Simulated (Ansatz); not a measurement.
# C2H5FGe: small, medium and large basis sets

One table from this session's results is given with a row withheld; the runs are named, their logs left out.

Computed with Ansatz 0.2.0, Gaussian basis. Level: one geometry, several basis sets.

Levels to be run: PBE0-D4/def2-SVP; ωB97M-V/def2-SVP; PBE0-D4/def2-QZVPP; ωB97M-V/def2-QZVPP; the functionals' def2-TZVPP values are taken from earlier runs.

### The geometry

The geometry comes from an earlier relaxation with PBE0-D4 in a triple-zeta def2 set; it is a stationary point, not always the lowest conformer.

9 atoms, charge 0, spin multiplicity 1.

Atoms are counted from 1 here; the program's logs count them from 0.

Bond lengths: C1–C2 1.322 Å, C1–H5 1.084 Å, C1–H6 1.081 Å, C2–F3 1.351 Å, C2–Ge4 1.954 Å, Ge4–H7 1.535 Å, Ge4–H8 1.535 Å, Ge4–H9 1.534 Å. Angles: C2–C1–H5 121.4°, C2–C1–H6 119.8°, H5–C1–H6 118.8°, C1–C2–F3 119.4°, C1–C2–Ge4 126.8°, F3–C2–Ge4 113.8°, C2–Ge4–H7 109.3°, C2–Ge4–H8 109.3°, C2–Ge4–H9 107.6°, H7–Ge4–H8 109.4°, H7–Ge4–H9 110.5°, H8–Ge4–H9 110.6°.

Geometry (Å):

```xyz
9

C     0.6371    1.3924   -0.4951
C     0.5600    0.0740   -0.4437
F     1.4362   -0.6693   -1.1540
Ge   -0.7240   -0.9837    0.5804
H     1.3890    1.8921   -1.0957
H    -0.0609    1.9941    0.0710
H    -1.5388   -1.8619   -0.3789
H     0.0312   -1.8779    1.5733
H    -1.6414   -0.0063    1.3259
```

The first run:

File in.yaml:

```yaml
crystal:
  periodic: [false, false, false]
  atoms:
    - {symbol: C, position_ang: [0.637050, 1.392422, -0.495079]}
    - {symbol: C, position_ang: [0.560034, 0.073972, -0.443736]}
    - {symbol: F, position_ang: [1.436157, -0.669263, -1.154034]}
    - {symbol: Ge, position_ang: [-0.723995, -0.983702, 0.580435]}
    - {symbol: H, position_ang: [1.388998, 1.892107, -1.095725]}
    - {symbol: H, position_ang: [-0.060857, 1.994110, 0.071016]}
    - {symbol: H, position_ang: [-1.538829, -1.861905, -0.378935]}
    - {symbol: H, position_ang: [0.031203, -1.877885, 1.573261]}
    - {symbol: H, position_ang: [-1.641361, -0.006256, 1.325897]}
basis:
  gaussian: {orbitals: def2-SVP}
hamiltonian: {xc: pbe0, dispersion: d4}
output: {orbitals: {seedname: orbitals}}
```

On the command line:

```
> ansatz run in.yaml --threads 4 --pin off --events-out ev --progress --plain --max-ram 10444MiB
```

Steps of the session up to this table: PBE0-D4 in def2-SVP; ωB97M-V in def2-SVP; PBE0-D4 in def2-QZVPP; ωB97M-V in def2-QZVPP.

One table of the session follows, with a row left open; its other results are not shown here.

It belongs to the step «Functionals by basis». 

```
functional       basis  HOMO (eV)  LUMO (eV)
   PBE0-D4    def2-SVP      -7.65      -0.01
   PBE0-D4  def2-TZVPP      -7.73      -0.19
   PBE0-D4  def2-QZVPP      -7.75      -0.25
   ωB97M-V    def2-SVP          ?          ?
   ωB97M-V  def2-TZVPP      -9.98       1.93
   ωB97M-V  def2-QZVPP     -10.00       1.81
```

**Question.** Estimate the row for ωB97M-V, def2-SVP.

The run gave: HOMO (eV): -9.87; LUMO (eV): 2.17. In the column «HOMO (eV)» it lies between ωB97M-V, def2-TZVPP (-9.98) and PBE0-D4, def2-QZVPP (-7.75).
